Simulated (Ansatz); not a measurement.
Working through a comparison of norm-conserving and PAW potentials of LaTl, space group Pm-3m

Program: the Ansatz DFT code, driven from Python.

Run as a notebook:

In [1]:
```python
import ansatz as az
import numpy as np
import pandas as pd
```

In [2]:
```python
def count_gap(report):
    # lowest empty less highest filled band, counting bands; zero where they overlap
    return max(report.get("gap_by_band_count_ev") or 0.0, 0.0)

lattice = az.Lattice.of(
    (3.936, 0.0, 0.0),
    (0.0, 3.936, 0.0),
    (0.0, 0.0, 3.936),
)
sites = [
    ("La", (0.0, 0.0, 0.0)),
    ("Tl", (0.5, 0.5, 0.5)),
]
structure = az.Crystal(lattice=lattice)
for symbol, position in sites:
    structure = structure.atom(symbol, position)
```

In [3]:
```python
[site.symbol for site in structure.resolved().sites]
```
Out [3]:
```text
['La', 'Tl']
```

In [4]:
```python
model = (
    structure.calculation()
    .functional("pbesol")
    .kpoints(7)
    .occupations("Fermi-Dirac", width=0.1)  # fractional filling near the Fermi level
    .stress()  # positive in compression
    .forces()  # eV per angstrom
    .band_table()  # levels at the mesh points
)
variants = {
    "PAW": model.pseudopotentials("paw"),
    "norm-conserving": model.pseudopotentials("nc"),
}
# totals differ by the cores that each treatment holds, so compare what does not depend on them
rows = []
for label, variant in variants.items():
    report = variant.run(threads=1, backend="cpu").report
    levels = np.array(report["eigenvalues_ev"][0]) - report["fermi_energy_ev"]
    print(label, "levels at the first k-point near E_F:", np.round(levels[np.abs(levels) < 5], 3))
    rows.append((label, report["n_electrons"], np.trace(report["stress_gpa"]) / 3, count_gap(report)))
print(pd.DataFrame(rows, columns=["treatment", "electrons in bands", "P GPa", "gap by band count eV"]).round(4).to_string(index=False))
```
```text
DeckWarning: basis.ecutwfc = 420 eV, auto-derived from the records' recommended cutoffs: set by La (normal level)
PAW levels at the first k-point near E_F: [-0.309 -0.309  1.362  1.362  1.362  1.63 ]
DeckWarning: basis.ecutwfc = 1496.626244 eV, auto-derived from the records' recommended cutoffs: set by La (normal level)
norm-conserving levels at the first k-point near E_F: [-0.313 -0.313  1.375  1.375  1.375  1.64 ]
      treatment  electrons in bands   P GPa  gap by band count eV
            PAW                24.0 -0.6784                   0.0
norm-conserving                24.0 -0.6950                   0.0
```

PAW gives -0.678 GPa and norm-conserving -0.695 GPa, 0.017 GPa apart. They took 1.2 and 7.0 s of processor time.

Reading the output:
- The computed bands are complete only to about 1.5 eV above the Fermi level.
- For a metal this k-point mesh is coarse: on a finer one energies can move by several to tens of meV an atom and pressures by half a GPa or more, differences at one mesh by less.
- A gap by band count of zero or less means overlapping bands, a metal.
- The starting cell is as deposited in a crystallographic database; the results hold for this polymorph, which needn't be the stable one.
- Gaps and levels are Kohn-Sham values on a finite set of k-points, without spin-orbit coupling.
- Warnings are shown shortened and without file and line.
- Stress is positive in compression.
- The whole script took 9 s on 1 thread of Arm Neoverse V2, on a shared host, peak memory 0.58 GiB.

(A comment or docstring line of the script was reworded after the run, the code is as it ran; lines on the test bed's own set-up are left out of the output.)
